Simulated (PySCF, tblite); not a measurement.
**C₃H₁₁NSi₂: dynamics, then NMR shifts on frames**

How do NMR shifts of C₃H₁₁NSi₂ (`C=CC[Si@H](N)[SiH3]`) change as the atoms move?

The runs use tblite 0.8.0 and PySCF 2.14.0, with density-fitted response routines of our own; the level of theory stands in each step. All values are computed, except where a source is named. Atoms are numbered from 0 throughout.

## 1. Starting geometry

17 atoms, charge 0, multiplicity 1; geometry from: GFN2-xTB.

Bonds of the start (Å): C0–C1 1.32, C1–C2 1.48, C2–Si3 1.92, Si3–N4 1.72, Si3–Si5 2.31, C0–H6 1.08, C0–H7 1.08, C1–H8 1.08, C2–H9 1.09, C2–H10 1.09, Si3–H11 1.49, N4–H12 1.01, N4–H13 1.01, Si5–H14 1.47, Si5–H15 1.47, Si5–H16 1.47.

## 2. A short Langevin run with GFN2-xTB

The job: settings as JSON, then the geometry in Å.

```
{"job": {"kind": "md", "xc": "GFN2-xTB", "basis": "xTB", "temperature": 400, "steps": 2000, "every": 50, "frames": 5}, "charge": 0, "multiplicity": 1}
C      2.614878    -0.554866     0.175253
C      1.402006    -0.861477    -0.250661
C      0.576331    -0.010266    -1.140041
Si    -0.883018     0.776098    -0.176468
N     -0.132488     1.542164     1.174167
Si    -2.394285    -0.763014     0.640365
H      3.166879    -1.193684     0.843224
H      3.110568     0.351148    -0.135550
H      0.933178    -1.780312     0.079307
H      1.192021     0.771219    -1.586515
H      0.167608    -0.611167    -1.953614
H     -1.491367     1.731063    -1.137635
H      0.767284     1.981947     1.067215
H     -0.687975     2.044972     1.845923
H     -1.971112    -2.157263     0.469570
H     -3.688153    -0.652992    -0.043619
H     -2.689353    -0.601540     2.067557
```

Method: GFN2-xTB Langevin dynamics, gas phase.

Command:

```sh
> OMP_NUM_THREADS=1 python probes_run.py task.json out
```

The driver reads the jobs from task.json and runs them one after another.

Log:

```text
t/fs     T/K      E/eV
    0.0   345.3   -500.01551
   25.0   262.9   -499.52617
   50.0   365.6   -499.37339
   75.0   369.2   -499.44769
  100.0   279.1   -499.20108
  125.0   381.2   -499.37766
  150.0   299.3   -499.22543
  175.0   398.0   -499.34498
  200.0   380.7   -499.27935
  225.0   344.4   -499.30563
  250.0   363.0   -499.34122
  275.0   443.4   -499.43610
  300.0   406.9   -499.34696
  325.0   352.3   -499.32472
  350.0   363.4   -499.24603
  375.0   369.3   -499.23102
  400.0   328.8   -499.38859
  425.0   414.9   -499.40425
  450.0   255.0   -499.28703
  475.0   390.4   -499.45562
  500.0   389.6   -499.14995
  525.0   444.0   -499.28692
  550.0   513.8   -499.25905
  575.0   440.2   -499.19709
  600.0   480.7   -499.14813
  625.0   452.1   -499.13928
  650.0   397.8   -499.12450
  675.0   355.0   -499.16174
  700.0   390.1   -499.23767
  725.0   359.6   -499.40387
  750.0   498.8   -499.40622
  775.0   410.5   -499.06318
  800.0   393.4   -499.29913
  825.0   448.3   -499.24283
  850.0   559.6   -499.25332
  875.0   558.5   -499.34862
  900.0   425.1   -498.93119
  925.0   434.4   -499.25485
  950.0   281.1   -499.00380
  975.0   346.6   -498.87468
 1000.0   469.3   -499.06797
```

Run time: 11 s. Hardware: 1 thread of Arm Neoverse V2, shared host; peak memory 0.19 GiB.

Distance from the start (root mean square after alignment): 0 fs 0.00 Å, 200 fs 0.47 Å, 400 fs 0.75 Å, 600 fs 1.11 Å, 800 fs 0.43 Å, 1000 fs 0.49 Å.

Positions (Å) and forces (eV/Å) at 1000 fs:

```xyz
17

C     1.500    1.284    1.149   -0.310   -0.323   -0.146
C     0.351    0.700    1.395   -0.678   -0.357   -0.937
C    -0.545    0.057    0.315    1.088   -0.156   -0.273
Si   -2.462    0.534    0.564    2.165    1.198   -0.378
N    -2.264    2.194   -0.131   -2.324   -0.425   -0.007
Si   -3.012    0.459    2.847    1.302   -0.160   -0.787
H     2.109    1.685    1.918    0.396    0.302    0.279
H     1.817    1.274    0.157    0.904    0.379   -1.259
H     0.133    0.727    2.437   -1.153   -0.522    0.444
H    -0.063    0.194   -0.741   -1.062    0.647    1.671
H    -0.370   -1.027    0.374   -0.505   -0.001    0.576
H    -3.391   -0.132   -0.315   -0.202   -0.202   -0.369
H    -1.756    2.841    0.440    0.402    0.100    0.216
H    -3.163    2.708   -0.380    1.409   -0.976    0.345
H    -2.216   -0.203    3.900   -0.081    0.105   -0.272
H    -4.353    0.074    3.006   -1.346   -0.465    0.279
H    -2.973    1.878    3.022   -0.005    0.856    0.619
```

## 3. Nuclear shieldings: 250 fs, PBE0/pcSseg-1

The job: settings as JSON, then the geometry in Å.

```
{"job": {"kind": "nmr", "xc": "PBE0", "basis": "pcSseg-1", "pop": false}, "charge": 0, "multiplicity": 1}
C      2.251100    -0.484400     0.089900
C      1.009100    -0.744600    -0.093300
C      0.010800    -0.186200    -1.108300
Si    -1.330300     0.915700    -0.128100
N     -0.484700     1.907400     1.043600
Si    -2.720700    -0.381000     1.132500
H      2.784200    -1.035600     0.830200
H      2.933400     0.208400    -0.496600
H      0.491900    -1.465700     0.476800
H      0.561400     0.416300    -1.772700
H     -0.563900    -1.007100    -1.568500
H     -1.841000     1.919800    -1.061300
H      0.032500     2.700300     0.617400
H      0.012600     1.540500     1.832700
H     -2.192400    -1.592900     1.847200
H     -3.994000    -0.853300     0.490700
H     -3.090000     0.783700     1.983900
```

With the program's defaults for keys left out, this is: GIAO PBE0/pcSseg-1 NMR shielding, non-relativistic, gas phase.

Log:

```text
coarse grid: 14392 points
cycle   1  E = -754.0426754101  dE =  3.006e-01  |g| = 5.327e-01  |ddm| = 3.585e+00
cycle   2  E = -754.0046994779  dE =  3.798e-02  |g| = 6.737e-01  |ddm| = 1.131e+00
cycle   3  E = -754.1111302701  dE = -1.064e-01  |g| = 6.614e-02  |ddm| = 7.166e-01
cycle   4  E = -754.1119852127  dE = -8.549e-04  |g| = 2.744e-02  |ddm| = 8.364e-02
cycle   5  E = -754.1121632333  dE = -1.780e-04  |g| = 5.233e-03  |ddm| = 2.814e-02
cycle   6  E = -754.1121706666  dE = -7.433e-06  |g| = 1.100e-03  |ddm| = 8.306e-03
final grid: 127560 points
cycle   7  E = -754.1440902321  dE = -2.376e-05  |g| = 7.784e-03  |ddm| = 2.247e-02
cycle   8  E = -754.1440809123  dE =  9.320e-06  |g| = 1.006e-02  |ddm| = 1.652e-02
cycle   9  E = -754.1441046746  dE = -2.376e-05  |g| = 8.720e-04  |ddm| = 9.303e-03
cycle  10  E = -754.1441048432  dE = -1.686e-07  |g| = 2.465e-04  |ddm| = 8.540e-04
cycle  11  E = -754.1441048573  dE = -1.406e-08  |g| = 6.412e-05  |ddm| = 2.288e-04
cycle  12  E = -754.1441048581  dE = -7.994e-10  |g| = 2.901e-05  |ddm| = 8.484e-05
converged SCF energy = -754.1441048581

GIAO shielding tensors (ppm)
atom      isotropic    diamagn.    paramagn.     s11        s22        s33       span
  0 C       75.800     253.775    -177.975    -25.261     91.412    161.248    186.509
  1 C       50.945     260.683    -209.738    -59.772     43.999    168.609    228.381
  2 C      151.368     254.747    -103.380    122.886    157.057    174.160     51.274
  3 Si     374.357     880.707    -506.350    322.263    376.609    424.199    101.937
  4 N      246.835     319.723     -72.887    217.750    236.837    285.919     68.169
  5 Si     465.015     879.859    -414.844    424.421    478.556    492.070     67.649
  6 H       26.939      30.945      -4.006     24.227     25.210     31.380      7.152
  7 H       25.675      30.179      -4.505     23.661     24.306     29.057      5.397
  8 H       26.208      35.972      -9.764     23.786     24.350     30.488      6.702
  9 H       30.607      34.604      -3.996     26.932     29.970     34.919      7.987
 10 H       29.868      32.274      -2.406     26.824     28.022     34.759      7.935
 11 H       26.658      29.929      -3.271     23.646     24.715     31.613      7.967
 12 H       30.700      30.912      -0.212     23.596     26.218     42.286     18.690
 13 H       31.171      33.958      -2.787     25.105     27.603     40.806     15.701
 14 H       27.470      28.633      -1.164     24.100     26.170     32.139      8.039
 15 H       27.747      27.656       0.090     24.677     25.106     33.456      8.779
 16 H       27.412      27.373       0.039     23.531     26.208     32.495      8.964
```

It took 15 s on 1 thread of Arm Neoverse V2, shared host; peak memory 0.79 GiB.

The references, computed at this level on geometries of the same kind, shield at (ppm): 1H TMS 31.72, 13C TMS 186.9, 29Si TMS 349.2, 15N NH3 267.7. Their shielding less the atom's gives the shift. The references are single molecules in the gas phase, so shifts against H2O, NH3, PH3, H3PO4 or CFCl3 are not on the usual liquid scales and can be off by tens of ppm. Each atom is listed at this fixed geometry, with no averaging over motion; a spectrum would average atoms that exchange fast.

```
atoms                                  environment  σ (ppm)  δ (ppm)
   C1                                    alkene CH     50.9    136.0
   C0                         terminal =CH2 carbon     75.8    111.1
   C2                 allylic sp3 CH2 bonded to Si    151.4     35.6
   H7           hydrogen on a terminal =CH2 carbon    25.67     6.04
   H8                     hydrogen on an alkene CH    26.21     5.51
  H11     hydrogen on a silicon bonded to C, N, Si    26.66     5.06
   H6           hydrogen on a terminal =CH2 carbon    26.94     4.78
  H16           hydrogen on a silicon bonded to Si    27.41     4.31
  H14           hydrogen on a silicon bonded to Si    27.47     4.25
  H15           hydrogen on a silicon bonded to Si    27.75     3.97
  H10  hydrogen on an allylic sp3 CH2 bonded to Si    29.87     1.85
   H9  hydrogen on an allylic sp3 CH2 bonded to Si    30.61     1.11
  H12          hydrogen on a nitrogen bonded to Si    30.70     1.02
  H13          hydrogen on a nitrogen bonded to Si    31.17     0.55
  Si3                silicon bonded to C, N, Si, H    374.4    -25.2
  Si5                    silicon bonded to Si, 3 H    465.0   -115.9
   N4                   nitrogen bonded to Si, 2 H    246.8     20.9
```

## 4. NMR shieldings: 425 fs, PBE0/pcSseg-1

The job: settings as JSON, then the geometry in Å.

```
{"job": {"kind": "nmr", "xc": "PBE0", "basis": "pcSseg-1", "pop": false}, "charge": 0, "multiplicity": 1}
C      2.145600     0.133000    -0.337000
C      1.044200    -0.498200     0.129900
C     -0.226300    -0.387400    -0.555600
Si    -1.385600     0.959700     0.276200
N     -0.718300     2.295600     1.138500
Si    -2.858900    -0.122800     1.684800
H      2.968600     0.274300     0.305800
H      2.002000     0.905000    -1.146200
H      1.037100    -1.122700     1.016500
H     -0.087400     0.048300    -1.631100
H     -0.750400    -1.346400    -0.625900
H     -2.023800     1.518300    -0.972200
H     -0.174100     2.918600     0.625600
H     -0.470200     2.250200     2.108700
H     -2.174200    -0.751800     2.899800
H     -3.500600    -1.308400     1.161600
H     -4.034100     0.551800     2.293500
```

Level: GIAO PBE0/pcSseg-1 NMR shielding, non-relativistic, gas phase.

Log:

```text
coarse grid: 14392 points
cycle   1  E = -754.0535570965  dE =  2.857e-01  |g| = 5.098e-01  |ddm| = 3.570e+00
cycle   2  E = -754.0236456943  dE =  2.991e-02  |g| = 6.304e-01  |ddm| = 9.262e-01
cycle   3  E = -754.1153480274  dE = -9.170e-02  |g| = 6.189e-02  |ddm| = 5.639e-01
cycle   4  E = -754.1160695930  dE = -7.216e-04  |g| = 3.268e-02  |ddm| = 8.785e-02
cycle   5  E = -754.1163259968  dE = -2.564e-04  |g| = 8.795e-03  |ddm| = 3.380e-02
cycle   6  E = -754.1163430973  dE = -1.710e-05  |g| = 3.900e-03  |ddm| = 1.038e-02
cycle   7  E = -754.1163469625  dE = -3.865e-06  |g| = 4.496e-04  |ddm| = 3.539e-03
final grid: 127560 points
cycle   8  E = -754.1481599124  dE = -2.269e-05  |g| = 7.358e-03  |ddm| = 2.191e-02
cycle   9  E = -754.1481537692  dE =  6.143e-06  |g| = 9.017e-03  |ddm| = 1.360e-02
cycle  10  E = -754.1481729002  dE = -1.913e-05  |g| = 6.496e-04  |ddm| = 7.447e-03
cycle  11  E = -754.1481729840  dE = -8.380e-08  |g| = 2.279e-04  |ddm| = 7.474e-04
cycle  12  E = -754.1481729956  dE = -1.165e-08  |g| = 5.058e-05  |ddm| = 2.132e-04
cycle  13  E = -754.1481729961  dE = -4.893e-10  |g| = 2.593e-05  |ddm| = 6.955e-05
converged SCF energy = -754.1481729961

GIAO shielding tensors (ppm)
atom      isotropic    diamagn.    paramagn.     s11        s22        s33       span
  0 C       64.702     257.210    -192.508    -46.285     92.162    148.230    194.515
  1 C       33.480     258.730    -225.250    -98.050     34.843    163.646    261.696
  2 C      142.975     257.367    -114.393    119.523    142.645    166.757     47.233
  3 Si     384.267     879.481    -495.214    324.684    381.611    446.508    121.824
  4 N      259.854     319.197     -59.343    233.373    262.418    283.770     50.397
  5 Si     476.634     879.251    -402.617    450.900    476.410    502.593     51.692
  6 H       27.017      31.801      -4.784     23.169     26.616     31.266      8.096
  7 H       25.749      32.099      -6.350     22.178     25.408     29.661      7.482
  8 H       25.086      33.444      -8.358     22.230     24.661     28.367      6.137
  9 H       27.498      32.590      -5.092     24.298     26.979     31.217      6.918
 10 H       29.397      33.343      -3.946     26.403     28.543     33.244      6.841
 11 H       26.298      29.017      -2.719     22.918     25.047     30.929      8.011
 12 H       32.185      33.071      -0.886     24.319     27.389     44.847     20.528
 13 H       31.273      31.728      -0.455     24.353     27.243     42.223     17.869
 14 H       27.610      28.367      -0.757     24.491     25.936     32.403      7.912
 15 H       28.745      29.205      -0.461     25.188     26.550     34.496      9.308
 16 H       28.073      27.208       0.866     24.444     25.430     34.347      9.903
```

Wall time 15 s (1 thread of Arm Neoverse V2, shared host); peak memory 0.8 GiB.

In short: δ C1 153.4, C0 122.2, C2 44.0, Si3 -35.1, H8 6.63, H7 5.97 ppm.

[end of part 1 of 2]
